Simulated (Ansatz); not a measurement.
**CH₆SeSi₂: a ladder of functionals and wavefunction methods**

An exercise on one series of results from a longer session: the logs are not shown, and one member is left open.

Program: Ansatz 0.2.0, Gaussian basis. Level of theory: functionals in def2-TZVPP, the program's frozen cores in correlated methods. These are calculated values, not measurements.

Plan: LDA (SPW92), PBE-D4, revPBE-D4, BLYP-D4, r2SCAN-D4, B97M-V, PBE0-D4, B3LYP-D4, r2SCANh-D4, r2SCAN0-D4, HSE06-D4, BHLYP-D4, CAM-B3LYP-D4, LC-ωPBE, ωB97X-V, ωB97M-V, B2PLYP, PBE-QIDH; CCSD(T)/def2-SVP; CCSD(T)/def2-TZVPP; MP2/def2-QZVPP; extrapolation to the limit; RPA on PBE.

**The geometry**

An earlier PBE0-D4 in a triple-zeta def2 set relaxation fixed the geometry.

SMILES `C1[SiH2][Se][SiH2]1`, 10 atoms, charge 0, spin multiplicity 1.

Atoms are counted from 1 here; the program's logs count them from 0.

Bond lengths: C1–Si2 1.881 Å, C1–Si4 1.881 Å, C1–H5 1.091 Å, C1–H6 1.091 Å, Si2–Se3 2.294 Å, Si2–H7 1.486 Å, Si2–H8 1.486 Å, Se3–Si4 2.294 Å, Si4–H9 1.486 Å, Si4–H10 1.486 Å. Angles: Si2–C1–Si4 94.4°, Si2–C1–H5 113.3°, Si2–C1–H6 113.2°, Si4–C1–H5 113.3°, Si4–C1–H6 113.2°, H5–C1–H6 108.9°, C1–Si2–Se3 95.8°, C1–Si2–H7 114.0°, C1–Si2–H8 114.1°, Se3–Si2–H7 112.1°, Se3–Si2–H8 112.1°, H7–Si2–H8 108.5°, Si2–Se3–Si4 74.0°, C1–Si4–Se3 95.8°, C1–Si4–H9 114.1°, C1–Si4–H10 114.0°, Se3–Si4–H9 112.1°, Se3–Si4–H10 112.1° and more.

The first run:

in.yaml reads:

```yaml
crystal:
  periodic: [false, false, false]
  atoms:
    - {symbol: C, position_ang: [-0.564248, 0.431492, -0.592477]}
    - {symbol: Si, position_ang: [-0.247743, -1.386782, -0.226904]}
    - {symbol: Se, position_ang: [1.334002, -1.023925, 1.394416]}
    - {symbol: Si, position_ang: [0.688111, 1.053348, 0.666434]}
    - {symbol: H, position_ang: [-0.323042, 0.714531, -1.618356]}
    - {symbol: H, position_ang: [-1.586539, 0.742471, -0.370883]}
    - {symbol: H, position_ang: [0.298715, -2.149306, -1.379377]}
    - {symbol: H, position_ang: [-1.431080, -2.114894, 0.300188]}
    - {symbol: H, position_ang: [0.096836, 1.869132, 1.758750]}
    - {symbol: H, position_ang: [1.818286, 1.812733, 0.071208]}
basis:
  gaussian: {orbitals: def2-TZVPP}
hamiltonian: {xc: lda}
output: {orbitals: {seedname: orbitals}}
```

On the command line:

```sh
ansatz run in.yaml --threads 4 --pin off --events-out ev --progress --plain --max-ram 10444MiB
```

Among the steps run: LDA; PBE-D4 (GGA); revPBE-D4 (GGA); BLYP-D4 (GGA); r2SCAN-D4 (meta-GGA); B97M-V (meta-GGA); PBE0-D4 (hybrid); B3LYP-D4 (hybrid); r2SCANh-D4 (hybrid); r2SCAN0-D4 (hybrid); HSE06-D4 (hybrid); BHLYP-D4 (hybrid); CAM-B3LYP-D4 (range-separated); LC-ωPBE (range-separated); ωB97X-V (range-separated); ωB97M-V (range-separated); B2PLYP (double hybrid); PBE-QIDH (double hybrid).

One table of the session follows, with a row left open; its other results are not shown here.

It belongs to the step «Frontier levels by functional». 

```
  functional  HOMO (eV)  gap (eV)
 LDA (SPW92)      -5.92      4.28
      PBE-D4      -5.82      4.43
   revPBE-D4      -5.79      4.50
     BLYP-D4      -5.64      4.41
   r2SCAN-D4      -6.09      5.03
      B97M-V      -6.20      5.02
     PBE0-D4      -6.92      6.34
    B3LYP-D4      -6.67      5.92
  r2SCANh-D4      -6.49      5.71
  r2SCAN0-D4      -7.09      6.71
    HSE06-D4      -6.53      5.58
    BHLYP-D4      -7.85      8.15
CAM-B3LYP-D4      -8.13      8.55
     LC-ωPBE      -9.47     10.99
     ωB97X-V          ?         ?
     ωB97M-V      -9.02     10.10
```

Q: Estimate the row for ωB97X-V from the others.

As computed: HOMO (eV): -9.15; gap (eV): 10.54. In the column «HOMO (eV)» it lies between LC-ωPBE (-9.47) and ωB97M-V (-9.02).
